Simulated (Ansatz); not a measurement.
**F2GeH2O: how energies converge with the basis set**

An exercise on one series of results from a longer session: the logs are not shown, and one member is left open.

Method: one geometry, several basis sets; program: Ansatz 0.2.0, Gaussian basis.

Levels to be run: PBE0-D4/def2-SVP; ωB97M-V/def2-SVP; PBE0-D4/def2-QZVPP; ωB97M-V/def2-QZVPP; the functionals' def2-TZVPP values are taken from earlier runs.

**Structure used throughout**

An earlier PBE0-D4 in a triple-zeta def2 set relaxation fixed the geometry.

SMILES `[OH][GeH]([F])[F]`, 6 atoms, charge 0, spin multiplicity 1.

Atoms are counted from 1 here; the program's logs count them from 0.

Bond lengths: O1–Ge2 1.742 Å, O1–H5 0.961 Å, Ge2–F3 1.720 Å, Ge2–F4 1.720 Å, Ge2–H6 1.516 Å. Angles: Ge2–O1–H5 114.0°, O1–Ge2–F3 109.3°, O1–Ge2–F4 109.3°, O1–Ge2–H6 111.4°, F3–Ge2–F4 103.5°, F3–Ge2–H6 111.5°, F4–Ge2–H6 111.5°.

Geometry (Å):

```
atom    x (Å)    y (Å)    z (Å)
  O1   0.0864   1.0490  -0.9099
 Ge2   0.0759  -0.1023   0.3968
  F3   1.0428  -1.4591  -0.0315
  F4  -1.5023  -0.7681   0.5564
  H5  -0.2077   0.6880  -1.7510
  H6   0.5468   0.5284   1.6929
```

Set-up of the first run:

File in.yaml:

```yaml
crystal:
  periodic: [false, false, false]
  atoms:
    - {symbol: O, position_ang: [0.086389, 1.048992, -0.909910]}
    - {symbol: Ge, position_ang: [0.075943, -0.102265, 0.396820]}
    - {symbol: F, position_ang: [1.042831, -1.459139, -0.031509]}
    - {symbol: F, position_ang: [-1.502253, -0.768064, 0.556448]}
    - {symbol: H, position_ang: [-0.207652, 0.688041, -1.750968]}
    - {symbol: H, position_ang: [0.546843, 0.528434, 1.692919]}
basis:
  gaussian: {orbitals: def2-SVP}
hamiltonian: {xc: pbe0, dispersion: d4}
output: {orbitals: {seedname: orbitals}}
```

On the command line:

```bash
$ ansatz run in.yaml --threads 2 --pin off --events-out ev --progress --plain --max-ram 20480MiB --backend cpu
```

Among the steps run: PBE0-D4 in def2-SVP; ωB97M-V in def2-SVP; PBE0-D4 in def2-QZVPP; ωB97M-V in def2-QZVPP.

One of the session's tables, all rows but one given; the rest of the session is left out.

It belongs to the step «Density functionals: the series». 

| functional | basis | HOMO (eV) | LUMO (eV) |
| --- | --- | --- | --- |
| PBE0-D4 | def2-SVP | ? | ? |
| PBE0-D4 | def2-TZVPP | -10.06 | -0.15 |
| PBE0-D4 | def2-QZVPP | -10.12 | -0.34 |
| ωB97M-V | def2-SVP | -12.32 | 2.15 |
| ωB97M-V | def2-TZVPP | -12.56 | 1.68 |
| ωB97M-V | def2-QZVPP | -12.63 | 1.32 |

Estimate the missing values for PBE0-D4, def2-SVP.

As computed: HOMO (eV): -9.85; LUMO (eV): 0.15. In the column «HOMO (eV)» it is the highest.
